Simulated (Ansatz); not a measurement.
# CH₄BBrO: basis-set convergence

An exercise on one series of results from a longer session: the logs are not shown, and one member is left open.

Method: one geometry, several basis sets; program: Ansatz 0.2.0, Gaussian basis.

Levels to be run: PBE0-D4/def2-SVP; ωB97M-V/def2-SVP; PBE0-D4/def2-QZVPP; ωB97M-V/def2-QZVPP; the functionals' def2-TZVPP values are taken from earlier runs.

### The geometry

All runs share one geometry, relaxed beforehand with PBE0-D4 in a triple-zeta def2 set.

SMILES `OCBBr`, 8 atoms, charge 0, spin multiplicity 1.

Atoms are counted from 1 here; the program's logs count them from 0.

Bond lengths: O1–C2 1.403 Å, O1–H5 0.963 Å, C2–B3 1.547 Å, C2–H6 1.105 Å, C2–H7 1.105 Å, B3–Br4 1.910 Å, B3–H8 1.190 Å. Angles: C2–O1–H5 108.4°, O1–C2–B3 119.9°, O1–C2–H6 110.0°, O1–C2–H7 110.0°, B3–C2–H6 106.1°, B3–C2–H7 106.0°, H6–C2–H7 103.5°, C2–B3–Br4 120.3°, C2–B3–H8 122.4°, Br4–B3–H8 117.3°.

Coordinates:

```xyz
8
charge 0, multiplicity 1
O    -0.0661    1.5167   -0.4355
C     0.5344    0.4039    0.1715
B    -0.1758   -0.9702    0.1379
Br   -1.8667   -1.1592   -0.7301
H    -0.9037    1.2373   -0.8202
H     0.7370    0.6186    1.2362
H     1.5403    0.2381   -0.2550
H     0.2929   -1.9424    0.6395
```

Set-up of the first run:

in.yaml

```yaml
crystal:
  periodic: [false, false, false]
  atoms:
    - {symbol: O, position_ang: [-0.066147, 1.516741, -0.435498]}
    - {symbol: C, position_ang: [0.534413, 0.403892, 0.171489]}
    - {symbol: B, position_ang: [-0.175835, -0.970194, 0.137884]}
    - {symbol: Br, position_ang: [-1.866743, -1.159243, -0.730137]}
    - {symbol: H, position_ang: [-0.903732, 1.237321, -0.820164]}
    - {symbol: H, position_ang: [0.736989, 0.618643, 1.236185]}
    - {symbol: H, position_ang: [1.540257, 0.238143, -0.255039]}
    - {symbol: H, position_ang: [0.292898, -1.942404, 0.639480]}
basis:
  gaussian: {orbitals: def2-SVP}
hamiltonian: {xc: pbe0, dispersion: d4}
output: {orbitals: {seedname: orbitals}}
```

On the command line:

```console
> ansatz run in.yaml --threads 2 --pin off --events-out ev --progress --plain --max-ram 4352MiB
```

Steps of the session up to this table: PBE0-D4 in def2-SVP; ωB97M-V in def2-SVP; PBE0-D4 in def2-QZVPP; ωB97M-V in def2-QZVPP.

One of the session's tables, all rows but one given; the rest of the session is left out.

| functional | basis | HOMO (eV) | LUMO (eV) |
| --- | --- | --- | --- |
| PBE0-D4 | def2-SVP | -7.81 | -1.58 |
| PBE0-D4 | def2-TZVPP | -8.14 | -1.65 |
| PBE0-D4 | def2-QZVPP | -8.20 | -1.67 |
| ωB97M-V | def2-SVP | -10.24 | 0.49 |
| ωB97M-V | def2-TZVPP | ? | ? |
| ωB97M-V | def2-QZVPP | -10.64 | 0.31 |

**Question.** Estimate the row for ωB97M-V, def2-TZVPP.

**Answer.** HOMO (eV): -10.58; LUMO (eV): 0.35. In the column «HOMO (eV)» it lies between ωB97M-V, def2-QZVPP (-10.64) and ωB97M-V, def2-SVP (-10.24).
